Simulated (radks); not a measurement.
# Cr³⁺ in [Ne] 3s2 3p5 3d4: an all-electron calculation

An exercise on one series of results from a longer session: the logs are not shown, and one member is left open.

Method: scalar-relativistic Kohn-Sham, PBEsol, spin-polarised, spherical densities, finite nucleus; open shells are filled with parallel spins first. Code: radks (a radial shooting solver on a logarithmic mesh, Libxc functionals) version 1.

### The system

```
element            : chromium (Z = 24)
charge             : +3
electrons          : 21
configuration      : [Ne] 3s2 3p5 3d4
nuclear rms radius : 3.6452 fm
```

The outer shells:

Cr³⁺
```
[Ne] core
3s [↑↓]
3p [↑↓][↑↓][↑ ]
3d [↑ ][↑ ][↑ ][↑ ][  ]
```

Set-up of the first run:

The run's settings:

```text
Z 24
configuration [Ne] 3s2 3p5 3d4
relativity scalar-relativistic
functional pbe_sol,pbe_sol
spin polarised
nucleus finite rms 3.6452 fm
c 137.035999084
```

Started as:

```console
$ python run_ks.py task.json out
```

The same process makes all the runs of this session.

One table of the session follows, with a row left open; its other results are not shown here.

It belongs to the step «Orbitals and density». From the orbitals of this run (lengths in bohr):

```
  level      <r>  outermost maximum (interpolated)  90 % within  nodes
  1s up  0.06360                            0.0416        0.114      0
1s down  0.06359                            0.0416        0.114      0
  2s up   0.2935                             0.244        0.456      1
2s down   0.2929                             0.243        0.454      1
  2p up   0.2601                             0.198        0.427      0
2p down   0.2595                             0.198        0.426      0
  3s up        ?                                 ?            ?      ?
3s down   0.8906                             0.773         1.33      2
  3p up   0.9325                             0.789         1.43      1
3p down   0.9422                             0.792         1.45      1
  3d up    1.079                             0.785         1.79      0
3d down    1.127                             0.797         1.89      0
```

Q: Estimate the row for 3s up from the others.

As computed: <r>: 0.8853; outermost maximum (interpolated): 0.772; 90 % within: 1.32; nodes: 2. In the column «<r>» it lies between 2s up (0.2935) and 3s down (0.8906).
